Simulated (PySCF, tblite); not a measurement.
# C7H6Cl2+ (doublet): geometry, infrared bands and EPR parameters

What infrared bands and EPR parameters should C7H6Cl2+ (doublet) (`ClC(Cl)[C+]1[CH]C=CC=C1`) show?

The runs use tblite 0.8.0 and PySCF 2.14.0, with density-fitted response routines of our own; the level of theory stands in each step. All values are computed, except where a source is named. Atoms count from 0, in the outputs and in this text.

## (1) Starting geometry

15 atoms, charge 1, multiplicity 2; geometry from: force field or distance geometry start.

Bonds of the start (Å): Cl0–C1 1.80, C1–Cl2 1.79, C1–C3 1.49, C3–C4 1.49, C4–C5 1.49, C5–C6 1.32, C6–C7 1.48, C7–C8 1.32, C8–C3 1.43, C1–H9 1.09, C4–H10 1.10, C5–H11 1.09, C6–H12 1.10, C7–H13 1.07, C8–H14 1.08.

## (2) Geometry optimisation with GFN2-xTB

The job: settings as JSON, then the geometry in Å.

```
{"job": {"kind": "relax", "xc": "GFN2-xTB", "basis": "xTB"}, "charge": 1, "multiplicity": 2}
Cl     2.634600    -0.958700     1.415200
C      2.182200     0.295900     0.201500
Cl     2.906100    -0.247600    -1.341100
C      0.704600     0.152900     0.032100
C      0.227000    -1.178900    -0.433400
C     -1.256100    -1.209000    -0.575400
C     -2.032600    -0.177000    -0.296800
C     -1.455600     1.096100     0.183300
C     -0.152900     1.257800     0.344000
H      2.482100     1.300900     0.503200
H      0.576200    -2.016900     0.193500
H     -1.752200    -2.117600    -0.914900
H     -3.115600    -0.299600    -0.411900
H     -2.141800     1.887000     0.386500
H      0.189500     2.222500     0.692300
```

Command:

```sh
OMP_NUM_THREADS=1 python probes_run.py task.json out
```

This one command runs all jobs of the session in turn.

What it wrote:

```text
step      E/eV     max force
  0    -723.14324    4.876
  1    -723.73089    2.755
  2    -723.95096    1.670
  3    -724.16366    0.916
  4    -724.23541    0.587
  5    -724.28503    0.558
  6    -724.34192    0.568
  7    -724.38490    0.436
  8    -724.40653    0.359
  9    -724.42096    0.317
 10    -724.43424    0.348
 11    -724.44965    0.369
 12    -724.46308    0.320
 13    -724.47086    0.171
 14    -724.47549    0.197
 15    -724.47991    0.228
 16    -724.48404    0.184
 17    -724.48791    0.179
 18    -724.49084    0.163
 19    -724.49385    0.143
 20    -724.49644    0.102
 21    -724.49848    0.127
 22    -724.50012    0.118
 23    -724.50163    0.098
 24    -724.50279    0.070
 25    -724.50349    0.068
 26    -724.50404    0.058
 27    -724.50467    0.080
 28    -724.50540    0.075
 29    -724.50608    0.078
 30    -724.50663    0.081
 31    -724.50711    0.063
 32    -724.50764    0.074
 33    -724.50815    0.061
 34    -724.50861    0.075
 35    -724.50903    0.073
 36    -724.50952    0.060
 37    -724.51010    0.060
 38    -724.51067    0.059
 39    -724.51115    0.058
 40    -724.51155    0.054
 41    -724.51199    0.063
 42    -724.51252    0.080
 43    -724.51313    0.073
 44    -724.51376    0.057
 45    -724.51435    0.052
 46    -724.51486    0.049
 47    -724.51530    0.056
 48    -724.51572    0.044
 49    -724.51609    0.048
 50    -724.51637    0.037
 51    -724.51660    0.040
 52    -724.51685    0.041
 53    -724.51722    0.069
 54    -724.51778    0.091
 55    -724.51845    0.077
 56    -724.51902    0.058
 57    -724.51940    0.047
 58    -724.51971    0.052
 59    -724.52004    0.065
 60    -724.52045    0.058
 61    -724.52098    0.067
 62    -724.52157    0.065
 63    -724.52211    0.058
 64    -724.52247    0.051
 65    -724.52268    0.047
 66    -724.52293    0.052
 67    -724.52341    0.054
 68    -724.52405    0.066
 69    -724.52478    0.064
 70    -724.52537    0.054
 71    -724.52581    0.050
 72    -724.52625    0.051
 73    -724.52676    0.053
 74    -724.52724    0.053
 75    -724.52760    0.041
 76    -724.52786    0.042
 77    -724.52806    0.031
 78    -724.52821    0.046
 79    -724.52836    0.038
 80    -724.52849    0.026
 81    -724.52861    0.021
 82    -724.52868    0.017
 83    -724.52873    0.022
 84    -724.52877    0.021
 85    -724.52881    0.016
 86    -724.52886    0.016
 87    -724.52891    0.014
 88    -724.52894    0.014
 89    -724.52897    0.010
 90    -724.52898    0.010
 91    -724.52900    0.011
 92    -724.52901    0.010
 93    -724.52902    0.010
 94    -724.52903    0.007
```

It took 0.74 s on 1 thread of Arm Neoverse V2, shared host.

Along the way: (not every step is listed)

| step | energy from step 0 (eV) | largest force (eV/Å) |
| --- | --- | --- |
| 0 | 0.0000 | 4.8765 |
| 1 | -0.5877 | 2.7552 |
| 2 | -0.8077 | 1.6698 |
| 3 | -1.0204 | 0.9162 |
| 4 | -1.0922 | 0.5865 |
| 5 | -1.1418 | 0.5581 |
| 6 | -1.1987 | 0.5675 |
| 7 | -1.2417 | 0.4357 |
| 8 | -1.2633 | 0.3593 |
| 16 | -1.3408 | 0.1841 |
| 24 | -1.3596 | 0.0704 |
| 32 | -1.3644 | 0.0735 |
| 40 | -1.3683 | 0.0543 |
| 48 | -1.3725 | 0.0437 |
| 56 | -1.3758 | 0.0576 |
| 64 | -1.3792 | 0.0510 |
| 72 | -1.3830 | 0.0505 |
| 80 | -1.3853 | 0.0265 |
| 88 | -1.3857 | 0.0136 |
| 89 | -1.3857 | 0.0105 |
| 90 | -1.3857 | 0.0100 |
| 91 | -1.3858 | 0.0107 |
| 92 | -1.3858 | 0.0104 |
| 93 | -1.3858 | 0.0105 |
| 94 | -1.3858 | 0.0067 |

Close pairs (by a distance rule), those that changed most:

| bond | before (Å) | after (Å) | change (Å) |
| --- | --- | --- | --- |
| C4–C5 | 1.490 | 1.379 | -0.111 |
| C3–C4 | 1.489 | 1.403 | -0.086 |
| C6–C7 | 1.478 | 1.396 | -0.082 |
| C5–C6 | 1.321 | 1.395 | +0.074 |
| C7–C8 | 1.322 | 1.380 | +0.057 |
| C3–C8 | 1.433 | 1.403 | -0.030 |
| C1–Cl2 | 1.789 | 1.762 | -0.027 |
| C4–H10 | 1.103 | 1.079 | -0.024 |

The next job starts from the end point, and lists it.

## (3) Harmonic vibrations with GFN2-xTB

The job: settings as JSON, then the geometry in Å.

```
{"job": {"kind": "ir", "xc": "GFN2-xTB", "basis": "xTB"}, "charge": 1, "multiplicity": 2}
Cl     2.415927    -0.479716     1.771288
C      2.168881     0.257007     0.140812
Cl     3.106763    -0.566858    -1.102442
C      0.670200     0.085114     0.063255
C      0.108306    -1.127179    -0.365653
C     -1.254749    -1.217724    -0.552975
C     -2.070642    -0.135845    -0.221022
C     -1.514626     1.070905     0.207942
C     -0.152383     1.169023     0.403285
H      2.478720     1.303918     0.184145
H      0.744114    -1.972100    -0.580336
H     -1.686874    -2.136069    -0.920310
H     -3.146028    -0.253528    -0.233601
H     -2.147155     1.921624     0.413459
H      0.275133     2.089417     0.770242
```

What it wrote:

```text
mode    cm-1     km/mol
  1      42.1      0.11
  2      84.0      1.01
  3     160.8      1.65
  4     180.6      1.46
  5     231.8      1.22
  6     331.1      5.50
  7     353.3      2.06
  8     429.9     31.78
  9     478.7      6.03
 10     535.4     12.29
 11     602.7     15.01
 12     614.5     64.67
 13     690.7      6.62
 14     741.3     39.39
 15     756.9     23.84
 16     804.7      2.59
 17     885.3     50.82
 18     914.8      9.89
 19     918.3      7.44
 20     960.8      7.12
 21    1037.4     31.13
 22    1074.1     14.84
 23    1099.5     23.57
 24    1119.0     45.02
 25    1140.9      2.29
 26    1149.9      1.98
 27    1176.0      3.27
 28    1242.7      2.96
 29    1325.9      8.24
 30    1385.3     10.45
 31    1389.4      2.15
 32    1416.3      9.41
 33    1494.7     17.86
 34    2925.4     21.20
 35    3065.1     58.37
 36    3087.8     17.42
 37    3094.4      2.88
 38    3100.9     11.55
 39    3104.8     19.24
```

Run time: 0.58 s. Hardware: 1 thread of Arm Neoverse V2, shared host.

The strongest bands and the atoms that carry them (share of the mass-weighted mode):

| cm⁻¹ | km/mol | atoms |
| --- | --- | --- |
| 430 | 31.8 | C3 34 %, C6 14 %, C7 12 % |
| 614 | 64.7 | C3 24 %, H12 17 %, H10 11 %, H14 11 % |
| 741 | 39.4 | H13 27 %, H14 15 %, H12 13 %, C8 12 % |
| 757 | 23.8 | H11 26 %, H10 19 %, C4 12 % |
| 885 | 50.8 | H12 34 %, C6 20 %, H14 16 %, H10 14 % |
| 1037 | 31.1 | C6 21 %, C5 16 %, C7 16 %, H13 10 % |
| 1119 | 45.0 | C3 47 %, H14 15 %, H9 12 % |
| 3065 | 58.4 | H12 90 % |

## (4) EPR parameters: B3LYP/pcH-1

Settings changed since step 3:

```diff
@@ -1,2 +1,2 @@
-{"job": {"kind": "ir", "xc": "GFN2-xTB", "basis": "xTB"}, "charge": 1, "multiplicity": 2}
+{"job": {"kind": "epr", "basis": "pcH-1"}, "charge": 1, "multiplicity": 2}
 Cl     2.415927    -0.479716     1.771288
```

With the program's defaults for keys left out, this is: UKS B3LYP, pcH-1 on C Cl H, non-relativistic, mean-field spin-orbit, GIAO.

What it wrote:

```text
UKS, coarse grid
  cycle   1  E = -1190.37844330  |g| = 3.66e-01
  cycle   2  E = -1190.23947528  |g| = 6.44e-01
  cycle   3  E = -1190.43591525  |g| = 8.28e-02
  cycle   4  E = -1190.43599486  |g| = 7.84e-02
  cycle   5  E = -1190.43939085  |g| = 1.29e-02
  cycle   6  E = -1190.43945503  |g| = 7.74e-03
  cycle   7  E = -1190.43949296  |g| = 1.97e-03
  cycle   8  E = -1190.43949723  |g| = 1.08e-03
  cycle   9  E = -1190.43949852  |g| = 4.02e-04
UKS, final grid
  cycle   1  E = -1190.43950421  |g| = 5.07e-04
  cycle   2  E = -1190.43950431  |g| = 6.34e-04
  cycle   3  E = -1190.43950456  |g| = 1.99e-04
  cycle   4  E = -1190.43950463  |g| = 1.28e-04
  cycle   5  E = -1190.43950477  |g| = 8.99e-05
  cycle   6  E = -1190.43950479  |g| = 4.81e-05
  cycle   7  E = -1190.43950480  |g| = 2.91e-05
E = -1190.43950480 Eh   <S^2> = 0.7598 (exact 0.7500)
g shifts (ppm)      1          2          3
  rmc          -191       -191       -191
  gc             40         29         11
  oz_so        -755         84       6889
  total        -907        -78       6709
hyperfine (MHz)  atom isotope    a_iso     a_fc   dipolar eigenvalues
    0  35Cl      15.56      12.38    -43.92    -42.72     86.65
    1   13C      -4.89      -4.98     -1.45     -1.06      2.51
    2  35Cl       0.04       0.21     -3.54     -3.21      6.75
    3   13C      26.25      26.41    -30.50    -30.16     60.66
    4   13C       1.38       1.40    -11.62     -9.87     21.49
    5   13C     -14.38     -14.38     -6.53      2.15      4.39
    6   13C      25.33      25.39    -29.98    -29.02     59.01
    7   13C      -7.49      -7.51     -5.09     -3.31      8.40
    8   13C      -5.98      -5.99     -5.45     -3.68      9.13
    9    1H      -0.06      -0.08     -3.33     -0.88      4.21
   10    1H      -6.53      -6.53     -6.17     -3.02      9.19
   11    1H       2.29       2.28     -2.89     -1.06      3.95
   12    1H     -21.88     -21.89    -14.22     -2.50     16.72
   13    1H      -1.10      -1.11     -3.56     -2.87      6.43
   14    1H      -3.13      -3.13     -3.72     -2.82      6.54
```

Wall time 2.2 min (1 thread of Arm Neoverse V2, shared host); peak memory 1.2 GiB.

Principal g values 2.00141, 2.00224, 2.00903; g(iso) = 2.00423, against 2.00232 for a free electron.

Hyperfine couplings; where a row names several nuclei, a(iso) is their mean (it holds for fast rotation or exchange) and the dipolar term the largest among them:

| nuclei | isotope | a(iso) (MHz) | a(iso) (G, at g = 2.0023) | largest dipolar term (MHz) |
| --- | --- | --- | --- | --- |
| C3 | 13C | 26.2 | 9.4 | 60.7 |
| C6 | 13C | 25.3 | 9.0 | 59.0 |
| H12 | 1H | -21.9 | -7.8 | 16.7 |
| C5, C7 | 13C | -10.9 | -3.9 | 8.4 |
| Cl0, Cl2 | 35Cl | 7.8 | 2.8 | 86.6 |
| C1 | 13C | -4.9 | -1.7 | 2.5 |
| H10, H14 | 1H | -4.8 | -1.7 | 9.2 |
| C4, C8 | 13C | -2.3 | -0.8 | 21.5 |
| H11, H13 | 1H | 0.6 | 0.2 | 6.4 |
| H9 | 1H | -0.1 | 0.0 | 4.2 |

Mulliken spin populations:

Cl0 0.22; C1 -0.02; Cl2 0.01; C3 0.34; C4 0.11; C5 -0.06; C6 0.38; C7 0.02; C8 0.03; H9 0.00; H10 0.00; H11 0.00; H12 -0.01; H13 0.00; H14 0.00

In first order the couplings over 0.8 MHz of 1H, 35Cl give 42 distinct lines over 27.9 G, if the averaged nuclei exchange fast.

Orbitals, density, ELF and potential are computed afterwards from the orbital file.

ELF in a plane through or near 12 of the atoms.

Ten even steps from '0' (0.00) to '9' (1.00):
```
0000000000000000000000000000
0000000000000000000000000000
0000000000000000000000000000
0000000000013100068500000000
0000012210099810699971000000
0001256640199930799971000000
0003688861089856589700000000
0014788751036319235200100000
0013566663248646588589992000
0001224654853741372399995000
0000003523855641385599993000
0000006886548856558534630000
0000028998015248346510000000
0000017994049966589972000000
0000001210199981299997000000
0000000000199970079995000000
0000000000037610004400000000
0000000000000000000000000000
0000000000000000000000000000
0000000000000000000000000000
```
The map spans 11.5 Å across and 9.7 Å up, centred on the molecule. Atoms in the plane (x, y in Å): C1 (-2.2, -0.2), C3 (-0.7, -0.1), C4 (0.0, 1.2), C5 (1.3, 1.3), C6 (2.1, 0.1), C7 (1.5, -1.2), C8 (0.1, -1.2), H10 (-0.6, 2.1), H11 (1.8, 2.2), H12 (3.2, 0.1), H13 (2.1, -2.1), H14 (-0.4, -2.2).

On the surface of density 0.002 e/bohr³ the electrostatic potential runs, from the 1st to the 99th percentile, from 2.95 V near Cl2 to 5.54 V near H9.

The spin density lies nearest to C3, C6 about 25 % each; Cl0 19 %; C4 9 %.

## (5) Outcome

```
                                 quantity                value
strongest single infrared mode (GFN2-xTB)  614 cm⁻¹, 65 km/mol
             zero-point energy (GFN2-xTB)        64.5 kcal/mol
                           g(iso) (B3LYP)              2.00423
                                     ⟨S²⟩   0.760 (exact 0.75)
       largest a(iso) (averaged by class)  13C on C3, 26.2 MHz
```

In words: Over 94 steps the energy fell by 1.386 eV; of the close pairs, C4–C5 changed most, 1.490 to 1.379 Å. All 39 modes are real, so the xTB geometry is a minimum. The strongest single mode, at 614 cm⁻¹, is spread over many atoms; the largest shares are those of C3, H12. Unscaled tight-binding wavenumbers are off by several per cent, some by more. Its intensities can rank the bands wrongly. The largest spin populations lie on C6 (0.38 e), C3 (0.34 e). The isotropic g lies 1.9 ppt above the free-electron value.
